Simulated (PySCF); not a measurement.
# Os: excitation energy in aug-cc-pwCVTZ-PP with ECP60

Aim: the excitation energy of osmium from differences of total energies, at each level of theory, and how far each lands from the tabulated value where there is one.

The numbers are computed with PySCF 2.14.0 (unrestricted determinants in a Gaussian basis, no spin-orbit coupling in the energies), except any that are marked as measured or tabulated.

## Step 1: The system

| Item | Value |
| --- | --- |
| Element | osmium (Z = 76) |
| Basis | aug-cc-pwCVTZ-PP with ECP60MDF |
| Hamiltonian | scalar relativity through the core potential |
| State 1 | Os: [Xe] 4f14 5d5 6s2 7s1, high-spin 7S determinant (an excited configuration) |
| Needed too, but not shown | Os [Xe] 4f14 5d6 6s2 (5D) |
| Methods | UHF, LDA, PBE, PBE0, r2SCAN, B3LYP, PW91, BHandHLYP, MP2 |
| Core shells frozen in the correlated runs | valence: 5s2 5p6; valence and next inner shell: nothing (for Os) |

The outer shells:

Os [Xe] 4f14 5d5 6s2 7s1
```
[Xe] core
4f [↑↓][↑↓][↑↓][↑↓][↑↓][↑↓][↑↓]
5d [↑ ][↑ ][↑ ][↑ ][↑ ]
6s [↑↓]
7s [↑ ]
```

One driver process ran all states and methods and kept the integrals in memory. Each run is shown as a PySCF script that sums up its settings (the driver passes frozen orbitals as a list and adds second-order terms of double hybrids); the logs are those of the runs themselves. The driver starts from symmetry-adapted Hartree-Fock orbitals, holds the occupation by maximum overlap and uses a logarithmic radial grid for functionals, so a plain start would take other cycles.

The integrals over 122 functions and the set-up took 1.6 s of CPU time.

## Step 2: Os [Xe] 4f14 5d5 6s2 7s1

UHF:

input.py

```python
from pyscf import gto, scf, dft, mp, cc
import basis_set_exchange as bse
txt = bse.get_basis("aug-cc-pwCVTZ-PP", elements=["Os"], fmt="nwchem", header=False)
cut = txt.index("\nECP")
mol = gto.M(atom="Os 0 0 0", charge=0, spin=6, symmetry="D2h",
            basis=gto.basis.parse(txt[:cut]),
            ecp={"Os": gto.basis.parse_ecp(txt[cut:])})
mf = scf.UHF(mol)
mf.irrep_nelec = {'Ag': (5, 2), 'B1g': (1, 0), 'B2g': (1, 0), 'B3g': (1, 0), 'B1u': (1, 1), 'B2u': (1, 1), 'B3u': (1, 1)}
mf.kernel()
```

LDA:

Changes to input.py:

```diff
@@ -7,3 +7,3 @@
             ecp={"Os": gto.basis.parse_ecp(txt[cut:])})
-mf = scf.UHF(mol)
+mf = dft.UKS(mol, xc="LDA,VWN")
 mf.irrep_nelec = {'Ag': (5, 2), 'B1g': (1, 0), 'B2g': (1, 0), 'B3g': (1, 0), 'B1u': (1, 1), 'B2u': (1, 1), 'B3u': (1, 1)}
```

PBE:

Changes to input.py:

```diff
@@ -7,3 +7,3 @@
             ecp={"Os": gto.basis.parse_ecp(txt[cut:])})
-mf = dft.UKS(mol, xc="LDA,VWN")
+mf = dft.UKS(mol, xc="PBE")
 mf.irrep_nelec = {'Ag': (5, 2), 'B1g': (1, 0), 'B2g': (1, 0), 'B3g': (1, 0), 'B1u': (1, 1), 'B2u': (1, 1), 'B3u': (1, 1)}
```

PBE0:

Changes to input.py:

```diff
@@ -7,3 +7,3 @@
             ecp={"Os": gto.basis.parse_ecp(txt[cut:])})
-mf = dft.UKS(mol, xc="PBE")
+mf = dft.UKS(mol, xc="PBE0")
 mf.irrep_nelec = {'Ag': (5, 2), 'B1g': (1, 0), 'B2g': (1, 0), 'B3g': (1, 0), 'B1u': (1, 1), 'B2u': (1, 1), 'B3u': (1, 1)}
```

r2SCAN:

Changes to input.py:

```diff
@@ -7,3 +7,3 @@
             ecp={"Os": gto.basis.parse_ecp(txt[cut:])})
-mf = dft.UKS(mol, xc="PBE0")
+mf = dft.UKS(mol, xc="R2SCAN")
 mf.irrep_nelec = {'Ag': (5, 2), 'B1g': (1, 0), 'B2g': (1, 0), 'B3g': (1, 0), 'B1u': (1, 1), 'B2u': (1, 1), 'B3u': (1, 1)}
```

B3LYP:

Changes to input.py:

```diff
@@ -7,3 +7,3 @@
             ecp={"Os": gto.basis.parse_ecp(txt[cut:])})
-mf = dft.UKS(mol, xc="R2SCAN")
+mf = dft.UKS(mol, xc="B3LYP")
 mf.irrep_nelec = {'Ag': (5, 2), 'B1g': (1, 0), 'B2g': (1, 0), 'B3g': (1, 0), 'B1u': (1, 1), 'B2u': (1, 1), 'B3u': (1, 1)}
```

PW91:

Changes to input.py:

```diff
@@ -7,3 +7,3 @@
             ecp={"Os": gto.basis.parse_ecp(txt[cut:])})
-mf = dft.UKS(mol, xc="B3LYP")
+mf = dft.UKS(mol, xc="PW91,PW91")
 mf.irrep_nelec = {'Ag': (5, 2), 'B1g': (1, 0), 'B2g': (1, 0), 'B3g': (1, 0), 'B1u': (1, 1), 'B2u': (1, 1), 'B3u': (1, 1)}
```

BHandHLYP:

Changes to input.py:

```diff
@@ -7,3 +7,3 @@
             ecp={"Os": gto.basis.parse_ecp(txt[cut:])})
-mf = dft.UKS(mol, xc="PW91,PW91")
+mf = dft.UKS(mol, xc="BHANDHLYP")
 mf.irrep_nelec = {'Ag': (5, 2), 'B1g': (1, 0), 'B2g': (1, 0), 'B3g': (1, 0), 'B1u': (1, 1), 'B2u': (1, 1), 'B3u': (1, 1)}
```

MP2 (valence):

Changes to input.py:

```diff
@@ -7,4 +7,5 @@
             ecp={"Os": gto.basis.parse_ecp(txt[cut:])})
-mf = dft.UKS(mol, xc="BHANDHLYP")
+mf = scf.UHF(mol)
 mf.irrep_nelec = {'Ag': (5, 2), 'B1g': (1, 0), 'B2g': (1, 0), 'B3g': (1, 0), 'B1u': (1, 1), 'B2u': (1, 1), 'B3u': (1, 1)}
 mf.kernel()
+mp.UMP2(mf, frozen=4).kernel()
```

## Step 3: Os [Xe] 4f14 5d5 6s2 7s1, continued

MP2 (valence and next inner shell):

Edit input.py of step 2 so:

```diff
@@ -10,2 +10,2 @@
 mf.kernel()
-mp.UMP2(mf, frozen=4).kernel()
+mp.UMP2(mf, frozen=0).kernel()
```

What does the calculation give?

As calculated:

| quantity | value |
| --- | --- |
| excitation energy, Os → [Xe] 4f14 5d5 6s2 7s1 | UHF 4.974, MP2 (valence and next inner shell) 6.173 eV |

The methods span 1.805 eV, from UHF (4.974) to LDA (6.779). No reference value is at hand in this session. The basis is finite, and no extrapolation was made.
